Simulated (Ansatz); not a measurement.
**CH4AlClOSi: a ladder of functionals and wavefunction methods**

How much do the methods differ for CH4AlClOSi? The plan is to run it at one geometry with functionals of several rungs and with coupled cluster. The yardstick is the atomisation energy at the CCSD(T) limit.

Program: Ansatz 0.2.0, Gaussian basis. Level of theory: functionals in def2-TZVPP, the program's frozen cores in correlated methods. These are calculated values, not measurements.

Levels to be run: LDA (SPW92), PBE-D4, revPBE-D4, BLYP-D4, r2SCAN-D4, B97M-V, PBE0-D4, B3LYP-D4, r2SCANh-D4, r2SCAN0-D4, HSE06-D4, BHLYP-D4, CAM-B3LYP-D4, LC-ωPBE, ωB97X-V, ωB97M-V, B2PLYP, PBE-QIDH; CCSD(T)/def2-SVP; CCSD(T)/def2-TZVPP; MP2/def2-QZVPP; extrapolation to the limit; RPA on PBE.

## Step 1: The geometry

The geometry comes from an earlier relaxation with PBE0-D4 in a triple-zeta def2 set; it is a stationary point, not always the lowest conformer.

9 atoms, charge 0, spin multiplicity 1.

Atoms are counted from 1 here; the program's logs count them from 0.

Bond lengths: Al1–C2 1.941 Å, Al1–H6 1.586 Å, Al1–H7 1.583 Å, C2–O3 1.527 Å, C2–Si4 1.810 Å, C2–H8 1.093 Å, O3–Si4 1.634 Å, Si4–Cl5 2.029 Å, Si4–H9 1.471 Å. Angles: C2–Al1–H6 118.1°, C2–Al1–H7 119.2°, H6–Al1–H7 122.6°, Al1–C2–O3 118.0°, Al1–C2–Si4 123.0°, Al1–C2–H8 120.1°, O3–C2–Si4 57.9°, O3–C2–H8 110.0°, Si4–C2–H8 111.8°, C2–O3–Si4 69.8°, C2–Si4–O3 52.3°, C2–Si4–Cl5 121.7°, C2–Si4–H9 125.9°, O3–Si4–Cl5 118.1°, O3–Si4–H9 118.3°, Cl5–Si4–H9 109.0°.

Geometry (Å):

```xyz
9

Al    1.0895    0.4495    1.4370
C    -0.4883    0.3024    0.3157
O    -1.1038   -1.0818    0.1221
Si   -0.4835   -0.5369   -1.2883
Cl   -1.7745   -0.0191   -2.7652
H     1.5402    1.8964    1.9055
H     1.9327   -0.8518    1.7580
H    -1.2762    1.0576    0.3764
H     0.6525   -1.2626   -1.8784
```

## Step 2: LDA

This LDA is Slater exchange with PW92 correlation.

in.yaml

```yaml
crystal:
  periodic: [false, false, false]
  atoms:
    - {symbol: Al, position_ang: [1.089453, 0.449479, 1.436989]}
    - {symbol: C, position_ang: [-0.488294, 0.302370, 0.315720]}
    - {symbol: O, position_ang: [-1.103850, -1.081794, 0.122120]}
    - {symbol: Si, position_ang: [-0.483466, -0.536892, -1.288317]}
    - {symbol: Cl, position_ang: [-1.774521, -0.019141, -2.765224]}
    - {symbol: H, position_ang: [1.540184, 1.896441, 1.905465]}
    - {symbol: H, position_ang: [1.932651, -0.851769, 1.757992]}
    - {symbol: H, position_ang: [-1.276189, 1.057567, 0.376417]}
    - {symbol: H, position_ang: [0.652535, -1.262564, -1.878363]}
basis:
  gaussian: {orbitals: def2-TZVPP}
hamiltonian: {xc: lda}
output: {orbitals: {seedname: orbitals}}
```

Command:

```
ansatz run in.yaml --threads 4 --pin off --events-out ev --progress --plain --max-ram 10444MiB
```

Further steps of the session: PBE-D4 (GGA); revPBE-D4 (GGA); BLYP-D4 (GGA); r2SCAN-D4 (meta-GGA); B97M-V (meta-GGA); B3LYP-D4 (hybrid); r2SCANh-D4 (hybrid); r2SCAN0-D4 (hybrid); HSE06-D4 (hybrid); BHLYP-D4 (hybrid); CAM-B3LYP-D4 (range-separated); LC-ωPBE (range-separated); ωB97X-V (range-separated); ωB97M-V (range-separated); B2PLYP (double hybrid); PBE-QIDH (double hybrid); CCSD(T) in def2-SVP; CCSD(T) in def2-TZVPP; MP2 in def2-QZVPP; RPA on PBE orbitals.

Q: Predict the results of all the runs planned. Wanted: atomisation energy, CCSD(T)/CBS; farthest beyond LDA; mean size of error, GGA; mean size of error, meta-GGA; mean size of error, hybrid; mean size of error, range-separated; mean size of error, double hybrid; gap, smallest and largest; T1 diagnostic.

As calculated:

```
                               quantity                                       value
        atomisation energy, CCSD(T)/CBS                                   30.692 eV
    functionals within 0.153 eV (0.5 %)  r2SCANh-D4, CAM-B3LYP-D4, ωB97X-V, ωB97M-V
                    farthest beyond LDA                        BHLYP-D4 (-1.244 eV)
                mean size of error, GGA                                    0.368 eV
           mean size of error, meta-GGA                                    0.306 eV
             mean size of error, hybrid                                    0.432 eV
    mean size of error, range-separated                                    0.153 eV
      mean size of error, double hybrid                                    0.457 eV
              gap, smallest and largest   3.69 eV (LDA (SPW92)), 10.54 eV (LC-ωPBE)
                          T1 diagnostic                                      0.0131
triples share of the correlation energy                                       4.1 %
```

**Reading.** The LDA atomisation energy is off by 4.416 eV (14 %): it overbinds. PBE-D4 is off by +0.373 eV. Double hybrids carry the basis error of their MP2 part in triple zeta, and no dispersion term here, so their miss is partly the set-up's. Taken by rung, range-separated functionals do best (0.153 eV on average) and double hybrid ones worst beyond LDA (0.457 eV). hybrid functionals lie within the reference's doubt of that worst mean (0.432 eV), so those two tie. Misses under about 0.153 eV are within the doubt on the reference itself, which lacks core-valence correlation, relativity and higher excitations. Hartree-Fock recovers 71 % of the binding; the rest is correlation. CCSD(T) in def2-SVP is off by -2.502 eV, more than most functionals: a good method in a small basis is no reference. Orbital gaps span 3.7 to 10.5 eV; exact exchange widens them.
